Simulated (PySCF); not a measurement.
# C₇H₁₂BNSi: excited states, first hyperpolarisability

Wanted: excited states, first hyperpolarisability for C₇H₁₂BNSi (`CB(C)c1ccc([SiH3])cn1`).

Computed with PySCF 2.14.0 and routines of our own; the level stands in each step. Atoms count from 0.

## 1. The starting structure

22 atoms, charge 0, multiplicity 1; geometry from: GFN2-xTB.

## 2. Optimising the geometry at PBE0-D3(BJ)/def2-SVP

What the job is given:

```
{"job": {"xc": "PBE0", "basis": "def2-SVP", "d3": "d3bj", "grid": 2, "kind": "geom"}, "charge": 0, "multiplicity": 1}
C     -2.948948    -1.202290     0.269728
B     -2.105182     0.121299     0.207312
C     -2.803756     1.531522     0.323151
C     -0.544091     0.026590     0.041059
C      0.261331     1.126277    -0.281303
C      1.627869     0.967273    -0.420224
C      2.206044    -0.283453    -0.223700
Si     4.059686    -0.568254    -0.402960
C      1.320736    -1.313542     0.101181
N      0.019994    -1.177282     0.218719
H     -2.412575    -2.070594    -0.100964
H     -3.192861    -1.406276     1.313317
H     -3.901866    -1.125760    -0.250818
H     -3.839007     1.474294     0.650525
H     -2.809589     2.015569    -0.654306
H     -2.277714     2.208690     0.994159
H     -0.189103     2.096482    -0.430298
H      2.250276     1.814734    -0.677097
H      4.377400    -1.905997     0.095523
H      4.422073    -0.446166    -1.817742
H      4.771494     0.452240     0.370594
H      1.697375    -2.315970     0.272507
```

The run is started by

```
> OMP_NUM_THREADS=1 python excited_run.py task.json out
```

One launch serves the whole session: the jobs run in the order shown.

Output:

```text
step   0  E = -642.18835179  max force = 0.014854
step   1  E = -642.19146496  max force = 0.001684
step   2  E = -642.19155292  max force = 0.000807
step   3  E = -642.19161280  max force = 0.002071
step   4  E = -642.19165503  max force = 0.001772
step   5  E = -642.19169551  max force = 0.001247
step   6  E = -642.19173575  max force = 0.000829
step   7  E = -642.19175435  max force = 0.000558
step   8  E = -642.19176435  max force = 0.000187
optimisation converged
```

Wall time 3.9 min (1 thread of Arm Neoverse V1, shared host); peak memory 0.95 GiB.

Step by step:

```tsv
step	energy from step 0 (eV)	largest force component (eV/Å)
0	0.0000	0.7638
1	-0.0847	0.0866
2	-0.0871	0.0415
3	-0.0887	0.1065
4	-0.0899	0.0911
5	-0.0910	0.0641
6	-0.0921	0.0426
7	-0.0926	0.0287
8	-0.0929	0.0096
```

Distances of close pairs at the start and the end, largest changes first:

```tsv
bond	before (Å)	after (Å)	change (Å)
Si7–H18	1.463	1.493	+0.030
Si7–H19	1.466	1.495	+0.030
Si7–H20	1.465	1.495	+0.029
C0–H11	1.091	1.109	+0.018
C2–H14	1.091	1.108	+0.017
B1–C3	1.573	1.588	+0.015
C8–H21	1.084	1.098	+0.013
C0–H12	1.089	1.102	+0.013
```

The end geometry stands in the next job.

```tsv
at the end point	value
point group (found at 0.08 Å tolerance)	C1
rotational constants (GHz, main isotopes)	3.206, 0.537, 0.465
dipole moment (D)	1.84
```

## 3. Excited states: TDA wB97X-D/def2-SVPD

What the job is given:

```
{"job": {"kind": "states", "xc": "wB97X-D", "basis": "def2-SVPD", "tda": true, "soc": true, "nstates": 6, "ntriplets": 5, "nquad": 4}, "charge": 0, "multiplicity": 1}
C     -2.666592    -1.147158     0.502329
B     -1.839663     0.158239     0.273071
C     -2.548227     1.560619     0.185857
C     -0.262991     0.052653     0.120741
C      0.556542     1.183461    -0.031219
C      1.932193     1.034356    -0.171623
C      2.488805    -0.249681    -0.155884
Si     4.334974    -0.543744    -0.356721
C      1.588575    -1.318558     0.005511
N      0.277890    -1.182896     0.134790
H     -2.105419    -2.065775     0.286115
H     -2.920772    -1.161266     1.581384
H     -3.634937    -1.140104    -0.023510
H     -3.585273     1.552731     0.552163
H     -2.591434     1.836329    -0.885977
H     -2.002189     2.377801     0.683426
H      0.111405     2.180886    -0.039232
H      2.567138     1.918282    -0.289905
H      4.642577    -1.968856    -0.036509
H      4.766497    -0.253786    -1.758725
H      5.100295     0.355711     0.559179
H      1.967068    -2.348886     0.030637
```

With the program's defaults for keys left out, this is: TDA wB97X-D/def2-SVPD excited states, vertical, gas phase, spin-orbit mean-field couplings.

Output:

```text
coarse grid: 18816 points
cycle   1  E = -642.4697011232  dE =  1.410e+00  |g| = 4.185e-01  |ddm| = 9.860e+00
cycle   2  E = -642.4968885590  dE = -2.719e-02  |g| = 3.448e-01  |ddm| = 2.384e+00
cycle   3  E = -642.5230370334  dE = -2.615e-02  |g| = 8.338e-02  |ddm| = 1.096e+00
cycle   4  E = -642.5244970411  dE = -1.460e-03  |g| = 3.887e-02  |ddm| = 2.844e-01
cycle   5  E = -642.5248788661  dE = -3.818e-04  |g| = 5.623e-03  |ddm| = 1.384e-01
cycle   6  E = -642.5248896126  dE = -1.075e-05  |g| = 2.207e-03  |ddm| = 3.093e-02
cycle   7  E = -642.5248914558  dE = -1.843e-06  |g| = 8.160e-04  |ddm| = 1.052e-02
final grid: 177048 points
cycle   8  E = -642.6134914914  dE = -1.411e-04  |g| = 4.514e-03  |ddm| = 3.325e-01
cycle   9  E = -642.6134946476  dE = -3.156e-06  |g| = 3.621e-03  |ddm| = 3.603e-02
cycle  10  E = -642.6134974283  dE = -2.781e-06  |g| = 1.050e-03  |ddm| = 1.088e-02
cycle  11  E = -642.6134976764  dE = -2.482e-07  |g| = 4.026e-04  |ddm| = 4.248e-03
cycle  12  E = -642.6134977234  dE = -4.694e-08  |g| = 7.899e-05  |ddm| = 1.476e-03
cycle  13  E = -642.6134977260  dE = -2.644e-09  |g| = 3.363e-05  |ddm| = 4.514e-04
cycle  14  E = -642.6134977265  dE = -4.782e-10  |g| = 1.012e-05  |ddm| = 1.919e-04
converged SCF energy = -642.6134977265

Singlet excitations
state   eV       nm        f     d(h-e)  d(exc)  Lambda  PR(NTO)  |dmu|/D   mu/D   main configurations
  1   3.9524   313.7   0.00248   0.897   2.881   0.487   1.014    1.921    1.214   H->L 0.97
  2   4.8821   254.0   0.00200   1.076   2.710   0.462   1.012    2.511    1.284   H->L+1 0.95
  3   5.2250   237.3   0.15960   0.287   2.866   0.700   1.563    0.995    2.429   H-1->L 0.50, H-2->L 0.21, H-1->L+1 0.17
  4   5.8159   213.2   0.00419   1.238   3.094   0.394   1.043    5.156    4.972   H-3->L 0.81
  5   5.8467   212.1   0.03738   0.792   2.999   0.530   1.160                     H-4->L 0.74
  6   5.8506   211.9   0.30313   0.671   3.123   0.662   1.438                     H-1->L 0.33, H-2->L 0.29, H-1->L+1 0.20

Triplet excitations (Tamm-Dancoff)
state   eV     d(h-e)  d(exc)  Lambda  PR(NTO)   main configurations
  1   3.4698   0.831   2.729   0.481   1.023   H->L 0.87
  2   3.8337   0.361   2.771   0.696   1.157   H-1->L 0.81
  3   4.4973   1.003   2.708   0.465   1.094   H->L+1 0.83, H->L 0.09
  4   4.5472   0.179   2.607   0.693   1.049   H-2->L 0.54, H-2->L+1 0.20, H-1->L 0.11
  5   4.7465   0.072   2.700   0.679   1.660   H-1->L+1 0.68, H-2->L 0.24
S1 - T1 = 0.4826 eV

Spin-orbit couplings |<S|Hso|T>| (cm-1)
             T1       T2       T3       T4       T5
S0       21.836    0.168   13.846    0.745    0.333
S1        0.535    2.747    1.271    7.451    4.494
S2        0.474    1.843    0.292    4.383    1.880
S3        3.376    0.127    3.814    0.099    0.078
S4        7.858    1.245    3.150    1.789    1.187
S5        7.969    1.247    2.333    3.608    2.367
S6        6.711    0.547    1.194    1.433    1.131
T1 sublevels (cm-1): 0.000 0.007 0.035   radiative rates (1/s): 0.073 0.0897 62.7
```

It took 2.2 min on 1 thread of Arm Neoverse V1, shared host; peak memory 1.3 GiB.

In short:

```tsv
quantity	value
S1 less T1	0.48 eV
```

The fields below are evaluated on a grid from the run's orbitals.

Frontier orbitals at wB97X-D/def2-SVPD, with the share of their density that lies nearest to each atom:

```tsv
orbital	energy (eV)	lies on
HOMO	-9.05	N9 56 %; C3 8 %; C4, C6, C8 about 6 % each
LUMO	-0.22	B1 22 %; C3, C6 about 17 % each; N9 11 %
```

ELF in a plane through or near 16 of the atoms.

Ten even steps from ' ' (0.00) to '@' (1.00):
```
                                                        
                                                        
                                                        
                  ++%%..          %%##::                
        ==##::  ::@@@@++  ..--  ::@@@@++..              
      ##@@@@@@  ::@@@@%%  **%%....@@@@##====::          
      @@@@@@@@::  @@@@##--%%@@==  %%##::####++          
      ##@@@@@@==  ::--==%%--**--  ++--::####++          
      ::##::..--****@@==**##%%==++++@@%%--::            
        ::==%%..@@::==++..++::==@@--::++..              
      ..==..**..%%::++==..**++==@@::**%%==####::        
      ..==++..--==**%%==##==%%==--++@@**%%@@@@%%        
      ..--==::    ==----@@--==--  --==%%##@@@@%%        
          ..    **@@@@**==##@@@@  ==%%##++**##--        
                @@@@@@++  ##@@@@..==%%##--....          
                ##@@@@::  ==@@%%  ..++==..              
                ..**++      ++..    ..                  
                                                        
                                                        
                                                        
```
The map spans 14.6 Å across and 9.9 Å up, centred on the molecule. Atoms in the plane (x, y in Å): C0 (2.8, 1.5), B1 (2.1, 0.1), C2 (3.0, -1.2), C3 (0.5, 0.0), C4 (-0.2, -1.2), C5 (-1.5, -1.2), C6 (-2.2, 0.0), Si7 (-4.1, 0.1), C8 (-1.4, 1.2), N9 (-0.1, 1.2), H10 (2.1, 2.3), H13 (4.0, -1.1), H16 (0.4, -2.1), H17 (-2.1, -2.1), H18 (-4.5, 1.5), H21 (-1.9, 2.2).

log10 of the density (e/Å³) in the same plane.

Ten even steps from ' ' (-4.0) to '@' (2.4):
```
                                                        
                                  ......                
                  ......      ....::::::....            
      ..........::------::::::::::------::::..          
      ..::--::::--======----------==++==----::..        
    ..--======--==++**++==++======++**++++==--::        
  ..::--++++++====++****++****====++******++==::..      
  ..::==++**++====++**@@**##**++==++**##**++==::..      
  ..::--++++**++++**************++++****++==--::        
  ..::--++##@@****##**++++********##**++==----::..      
  ..::==++**##++******++++**************++====--..      
  ..::--==++++++++************++++++********++--..      
  ..::--==========++**##**%%**++==++**%%****++--::      
    ..::--------==++****++****++====****++++==--..      
      ..::::::::==++**++==++**++====++++==----::..      
          ....::--====------====----==----::::..        
              ..::----::::::--::::::::::::....          
                  ......  ................              
                                                        
                                                        
```
The map spans 14.6 Å across and 9.9 Å up, centred on the molecule. Atoms in the plane (x, y in Å): C0 (2.8, 1.5), B1 (2.1, 0.1), C2 (3.0, -1.2), C3 (0.5, 0.0), C4 (-0.2, -1.2), C5 (-1.5, -1.2), C6 (-2.2, 0.0), Si7 (-4.1, 0.1), C8 (-1.4, 1.2), N9 (-0.1, 1.2), H10 (2.1, 2.3), H13 (4.0, -1.1), H16 (0.4, -2.1), H17 (-2.1, -2.1), H18 (-4.5, 1.5), H21 (-1.9, 2.2).

On the surface of density 0.002 e/bohr³ the electrostatic potential runs, from the 1st to the 99th percentile, from -1.37 V near N9 to 1.12 V near H17.

## 4. Excited states: TDDFT CAM-B3LYP/def2-SVPD

The job, as its differences from that of step 3:

```diff
@@ -1,2 +1,2 @@
-{"job": {"kind": "states", "xc": "wB97X-D", "basis": "def2-SVPD", "tda": true, "soc": true, "nstates": 6, "ntriplets": 5, "nquad": 4}, "charge": 0, "multiplicity": 1}
+{"job": {"kind": "states", "xc": "CAM-B3LYP", "basis": "def2-SVPD", "tpa": true, "nstates": 8, "nquad": 6, "ntriplets": 0}, "charge": 0, "multiplicity": 1}
 C     -2.666592    -1.147158     0.502329
```

Method: TDDFT CAM-B3LYP/def2-SVPD excited states, vertical, gas phase, two-photon moments by quadratic response.

Output:

```text
coarse grid: 18816 points
cycle   1  E = -642.3713033064  dE =  1.334e+00  |g| = 4.464e-01  |ddm| = 1.202e+01
cycle   2  E = -642.3917028881  dE = -2.040e-02  |g| = 4.020e-01  |ddm| = 2.412e+00
cycle   3  E = -642.4288820706  dE = -3.718e-02  |g| = 9.411e-02  |ddm| = 1.277e+00
cycle   4  E = -642.4304695118  dE = -1.587e-03  |g| = 4.826e-02  |ddm| = 3.053e-01
cycle   5  E = -642.4310333480  dE = -5.638e-04  |g| = 6.756e-03  |ddm| = 1.697e-01
cycle   6  E = -642.4310455024  dE = -1.215e-05  |g| = 2.582e-03  |ddm| = 2.818e-02
cycle   7  E = -642.4310474865  dE = -1.984e-06  |g| = 7.093e-04  |ddm| = 8.570e-03
final grid: 177048 points
cycle   8  E = -642.5361551931  dE = -4.445e-05  |g| = 3.953e-03  |ddm| = 1.844e-01
cycle   9  E = -642.5361566160  dE = -1.423e-06  |g| = 3.357e-03  |ddm| = 2.323e-02
cycle  10  E = -642.5361593972  dE = -2.781e-06  |g| = 3.536e-04  |ddm| = 7.440e-03
cycle  11  E = -642.5361594120  dE = -1.484e-08  |g| = 2.894e-04  |ddm| = 1.982e-03
cycle  12  E = -642.5361594312  dE = -1.913e-08  |g| = 3.628e-05  |ddm| = 8.545e-04
cycle  13  E = -642.5361594316  dE = -4.388e-10  |g| = 1.585e-05  |ddm| = 1.777e-04
converged SCF energy = -642.5361594316

Singlet excitations
state   eV       nm        f     d(h-e)  d(exc)  Lambda  PR(NTO)  |dmu|/D   mu/D   delta(TPA)   sigma/GM   main configurations
  1   3.9457   314.2   0.00156   0.892   2.895   0.483   1.018    1.943    1.316        0.67      0.004   H->L 0.97
  2   4.8790   254.1   0.00133   1.082   2.733   0.458   1.019    2.559    1.268        0.59      0.005   H->L+1 0.94
  3   5.0922   243.5   0.19902   0.342   2.900   0.696   1.489    1.299    2.711       59.04      0.561   H-1->L 0.66, H-2->L 0.14, H-1->L+1 0.12
  4   5.6318   220.2   0.22003   0.745   3.091   0.669   1.574    2.625    3.745      315.40      3.665   H-2->L 0.43, H-1->L+1 0.27, H-1->L 0.27
  5   5.7733   214.8   0.00109   1.391   3.105   0.383   1.021    5.784    5.361        1.44      0.018   H-3->L 0.88
  6   5.8117   213.3   0.00042   0.772   2.984   0.526   1.127    2.469    1.741        2.02      0.025   H-4->L 0.89
  7   6.5957   188.0   0.23157   0.608   3.068   0.649   2.272                                            H-1->L+1 0.56, H-2->L 0.39
  8   6.7623   183.3   0.00298   0.765   3.096   0.412   2.122                                            H-5->L 0.43, H->L+5 0.26, H-4->L+1 0.09
```

Wall time 2.7 min (1 thread of Arm Neoverse V1, shared host); peak memory 1.4 GiB.

## 5. First hyperpolarisability: quadratic response CAM-B3LYP/def2-SVPD

The job, as its differences from that of step 4:

```diff
@@ -1,2 +1,2 @@
-{"job": {"kind": "states", "xc": "CAM-B3LYP", "basis": "def2-SVPD", "tpa": true, "nstates": 8, "nquad": 6, "ntriplets": 0}, "charge": 0, "multiplicity": 1}
+{"job": {"kind": "beta", "xc": "CAM-B3LYP", "basis": "def2-SVPD"}, "charge": 0, "multiplicity": 1}
 C     -2.666592    -1.147158     0.502329
```

Level: quadratic response CAM-B3LYP/def2-SVPD first hyperpolarisability, Taylor convention, gas phase.

Output:

```text
coarse grid: 18816 points
cycle   1  E = -642.3713033064  dE =  1.334e+00  |g| = 4.464e-01  |ddm| = 1.202e+01
cycle   2  E = -642.3917028881  dE = -2.040e-02  |g| = 4.020e-01  |ddm| = 2.412e+00
cycle   3  E = -642.4288820706  dE = -3.718e-02  |g| = 9.411e-02  |ddm| = 1.277e+00
cycle   4  E = -642.4304695118  dE = -1.587e-03  |g| = 4.826e-02  |ddm| = 3.053e-01
cycle   5  E = -642.4310333480  dE = -5.638e-04  |g| = 6.756e-03  |ddm| = 1.697e-01
cycle   6  E = -642.4310455024  dE = -1.215e-05  |g| = 2.582e-03  |ddm| = 2.818e-02
cycle   7  E = -642.4310474865  dE = -1.984e-06  |g| = 7.093e-04  |ddm| = 8.570e-03
final grid: 177048 points
cycle   8  E = -642.5361551931  dE = -4.445e-05  |g| = 3.953e-03  |ddm| = 1.844e-01
cycle   9  E = -642.5361566160  dE = -1.423e-06  |g| = 3.357e-03  |ddm| = 2.323e-02
cycle  10  E = -642.5361593972  dE = -2.781e-06  |g| = 3.536e-04  |ddm| = 7.440e-03
cycle  11  E = -642.5361594120  dE = -1.484e-08  |g| = 2.894e-04  |ddm| = 1.982e-03
cycle  12  E = -642.5361594312  dE = -1.913e-08  |g| = 3.628e-05  |ddm| = 8.545e-04
cycle  13  E = -642.5361594316  dE = -4.388e-10  |g| = 1.585e-05  |ddm| = 1.777e-04
converged SCF energy = -642.5361594316

Lowest singlets (eV, f): 3.9457 0.0016  4.8790 0.0013  5.0922 0.1990

First hyperpolarisability (au)
process     nm      |vector|   parallel      HRS      DR
static         -      241.48      49.57     115.11   3.465
shg       1907.0      274.59       57.1     129.01   3.581
eope      1907.0      251.98      51.96          -       -
shg       1064.0      368.89      78.51     168.49   3.836
eope      1064.0      277.12      57.68          -       -
```

It took 2 min on 1 thread of Arm Neoverse V1, shared host; peak memory 1.4 GiB.

## 6. Excited states: TDA wB97X-D/def2-SVPD in benzene

The job, as its differences from that of step 5:

```diff
@@ -1,2 +1,2 @@
-{"job": {"kind": "beta", "xc": "CAM-B3LYP", "basis": "def2-SVPD"}, "charge": 0, "multiplicity": 1}
+{"job": {"kind": "states", "xc": "wB97X-D", "basis": "def2-SVPD", "tda": true, "soc": true, "nstates": 6, "ntriplets": 5, "nquad": 4, "solvent": "benzene"}, "charge": 0, "multiplicity": 1}
 C     -2.666592    -1.147158     0.502329
```

Method: TDA wB97X-D/def2-SVPD excited states, vertical, IEF-PCM benzene (non-equilibrium response), spin-orbit mean-field couplings.

Output:

```text
coarse grid: 18816 points
cycle   1  E = -642.4745007081  dE =  1.406e+00  |g| = 4.095e-01  |ddm| = 9.877e+00
cycle   2  E = -642.5035948080  dE = -2.909e-02  |g| = 3.205e-01  |ddm| = 2.318e+00
cycle   3  E = -642.5259892114  dE = -2.239e-02  |g| = 7.440e-02  |ddm| = 9.660e-01
cycle   4  E = -642.5271515649  dE = -1.162e-03  |g| = 3.645e-02  |ddm| = 2.809e-01
cycle   5  E = -642.5274792324  dE = -3.277e-04  |g| = 5.016e-03  |ddm| = 1.233e-01
cycle   6  E = -642.5274883879  dE = -9.156e-06  |g| = 1.979e-03  |ddm| = 3.105e-02
final grid: 177048 points
cycle   7  E = -642.6160723011  dE = -1.418e-04  |g| = 5.111e-03  |ddm| = 3.311e-01
cycle   8  E = -642.6160760125  dE = -3.711e-06  |g| = 4.060e-03  |ddm| = 3.864e-02
cycle   9  E = -642.6160796343  dE = -3.622e-06  |g| = 7.967e-04  |ddm| = 1.162e-02
cycle  10  E = -642.6160797939  dE = -1.596e-07  |g| = 3.510e-04  |ddm| = 4.158e-03
cycle  11  E = -642.6160798281  dE = -3.422e-08  |g| = 1.043e-04  |ddm| = 1.362e-03
cycle  12  E = -642.6160798320  dE = -3.861e-09  |g| = 3.634e-05  |ddm| = 5.219e-04
cycle  13  E = -642.6160798326  dE = -6.878e-10  |g| = 1.287e-05  |ddm| = 2.499e-04
converged SCF energy = -642.6160798326

Singlet excitations
state   eV       nm        f     d(h-e)  d(exc)  Lambda  PR(NTO)  |dmu|/D   mu/D   main configurations
  1   4.0122   309.0   0.00322   0.880   2.880   0.491   1.014    2.275    1.393   H->L 0.97
  2   4.9429   250.8   0.00246   1.055   2.712   0.464   1.013    2.905    1.420   H->L+1 0.95
  3   5.1779   239.4   0.25482   0.320   2.889   0.700   1.431    1.270    2.985   H-1->L 0.59, H-2->L 0.17, H-1->L+1 0.14
  4   5.7886   214.2   0.37038   0.770   3.129   0.669   1.415    2.973    4.288   H-2->L 0.38, H-1->L 0.31, H-1->L+1 0.24
  5   5.8068   213.5   0.01860   1.146   3.086   0.410   1.060                     H-3->L 0.78
  6   5.8543   211.8   0.00051   0.993   2.989   0.510   1.113                     H-4->L 0.81

Triplet excitations (Tamm-Dancoff)
state   eV     d(h-e)  d(exc)  Lambda  PR(NTO)   main configurations
  1   3.5399   0.818   2.733   0.485   1.025   H->L 0.87
  2   3.8356   0.366   2.773   0.694   1.148   H-1->L 0.82
  3   4.5488   0.173   2.600   0.689   1.083   H-2->L 0.53, H-2->L+1 0.20, H-1->L+1 0.11
  4   4.5666   0.970   2.707   0.470   1.136   H->L+1 0.82, H->L 0.08
  5   4.7487   0.081   2.702   0.678   1.683   H-1->L+1 0.67, H-2->L 0.25
S1 - T1 = 0.4722 eV

Spin-orbit couplings |<S|Hso|T>| (cm-1)
             T1       T2       T3       T4       T5
S0       21.567    0.214    1.324   13.809    0.466
S1        0.553    2.613    7.255    1.599    4.465
S2        0.466    1.750    4.268    0.401    1.770
S3        3.006    0.103    0.452    3.306    0.091
S4        6.182    0.192    0.438    0.921    0.202
S5        8.913    1.324    2.143    3.364    1.491
S6        7.537    1.284    3.635    2.114    2.521
T1 sublevels (cm-1): 0.000 0.007 0.035   radiative rates (1/s): 0.112 0.213 61.4
```

It took 1.7 min on 1 thread of Arm Neoverse V1, shared host; peak memory 1.4 GiB.

In short:

```tsv
quantity	value
S1 less T1	0.47 eV
```

## 7. Summary of results

| quantity | value |
| --- | --- |
| point group | C1 |
| rotational constants (main isotopes) | 3.21, 0.54, 0.47 GHz |
| S1 less T1 (step 3, TDA wB97X-D/def2-SVPD) | 0.48 eV |
| surface potential, 1st and 99th percentile | -1.37 V and 1.12 V |
| β vector (step 5, quadratic response CAM-B3LYP/def2-SVPD) | static 241, SHG 1907.0 nm 275, SHG 1064.0 nm 369 au |
| S1 less T1 (step 6, TDA wB97X-D/def2-SVPD in benzene) | 0.47 eV |

In words: The optimisation took 8 steps and gained 0.093 eV; among the close pairs (by a distance rule), Si7–H18 changed most, from 1.463 to 1.493 Å. In step 3, the number of triplets below S1 is 2, and the largest singlet-triplet spin-orbit coupling is S0–T1, 21.84 cm⁻¹. β grows from 241 au (static) to 369 au for doubling at 1064.0 nm: normal dispersion, which grows as twice the photon energy moves toward the bright states. In step 6, the number of triplets below S1 is 2, and the largest singlet-triplet spin-orbit coupling is S0–T1, 21.57 cm⁻¹.
